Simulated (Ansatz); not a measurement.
**CH6NO3V: how energies converge with the basis set**

One table from this session's results is given with a row withheld; the runs are named, their logs left out.

The runs use Ansatz 0.2.0, Gaussian basis; one geometry, several basis sets.

The runs, in order: PBE0-D4/def2-SVP; ωB97M-V/def2-SVP; PBE0-D4/def2-QZVPP; ωB97M-V/def2-QZVPP; the functionals' def2-TZVPP values are taken from earlier runs.

### Structure used throughout

An earlier PBE0-D4 in a triple-zeta def2 set relaxation fixed the geometry.

SMILES `C[N]=[V]([OH])([OH])[OH]`, 12 atoms, charge 0, spin multiplicity 1.

Atoms are counted from 1 here; the program's logs count them from 0.

Bond lengths: C1–N2 1.413 Å, C1–H7 1.096 Å, C1–H8 1.096 Å, C1–H9 1.096 Å, N2–V3 1.605 Å, V3–O4 1.792 Å, V3–O5 1.776 Å, V3–O6 1.776 Å, O4–H10 0.964 Å, O5–H11 0.958 Å, O6–H12 0.959 Å. Angles: N2–C1–H7 110.3°, N2–C1–H8 110.8°, N2–C1–H9 110.8°, H7–C1–H8 108.3°, H7–C1–H9 108.3°, H8–C1–H9 108.2°, C1–N2–V3 175.7°, N2–V3–O4 104.3°, N2–V3–O5 110.1°, N2–V3–O6 110.1°, O4–V3–O5 111.3°, O4–V3–O6 111.3°, O5–V3–O6 109.6°, V3–O4–H10 113.8°, V3–O5–H11 123.7°, V3–O6–H12 123.7°.

The first run:

The input, in.yaml:

```yaml
crystal:
  periodic: [false, false, false]
  atoms:
    - {symbol: C, position_ang: [-0.423039, -1.454491, 1.378708]}
    - {symbol: N, position_ang: [-0.172236, -0.441949, 0.426129]}
    - {symbol: V, position_ang: [0.228987, 0.679820, -0.649723]}
    - {symbol: O, position_ang: [2.008195, 0.531575, -0.801712]}
    - {symbol: O, position_ang: [-0.579828, 0.359051, -2.197766]}
    - {symbol: O, position_ang: [-0.236278, 2.288301, -0.058207]}
    - {symbol: H, position_ang: [0.513045, -1.945647, 1.667268]}
    - {symbol: H, position_ang: [-1.099222, -2.214073, 0.970295]}
    - {symbol: H, position_ang: [-0.884224, -1.035027, 2.279975]}
    - {symbol: H, position_ang: [2.398449, 1.154590, -1.425878]}
    - {symbol: H, position_ang: [-1.094824, -0.429513, -2.375673]}
    - {symbol: H, position_ang: [-0.582027, 2.452364, 0.820586]}
basis:
  gaussian: {orbitals: def2-SVP}
hamiltonian: {xc: pbe0, dispersion: d4}
output: {orbitals: {seedname: orbitals}}
```

Command:

```sh
$ ansatz run in.yaml --threads 4 --pin off --events-out ev --progress --plain --max-ram 11315MiB
```

Among the steps run: PBE0-D4 in def2-SVP; ωB97M-V in def2-SVP; PBE0-D4 in def2-QZVPP; ωB97M-V in def2-QZVPP.

One table of the session follows, with a row left open; its other results are not shown here.

It belongs to the step «Density functionals: the series». 

```
functional       basis  HOMO (eV)
   PBE0-D4    def2-SVP      -7.48
   PBE0-D4  def2-TZVPP      -7.68
   PBE0-D4  def2-QZVPP          ?
   ωB97M-V    def2-SVP      -9.80
   ωB97M-V  def2-TZVPP     -10.02
   ωB97M-V  def2-QZVPP     -10.05
```

**Question.** Estimate the row for PBE0-D4, def2-QZVPP.

As computed: HOMO (eV): -7.71. In the column «HOMO (eV)» it lies between ωB97M-V, def2-SVP (-9.80) and PBE0-D4, def2-TZVPP (-7.68).
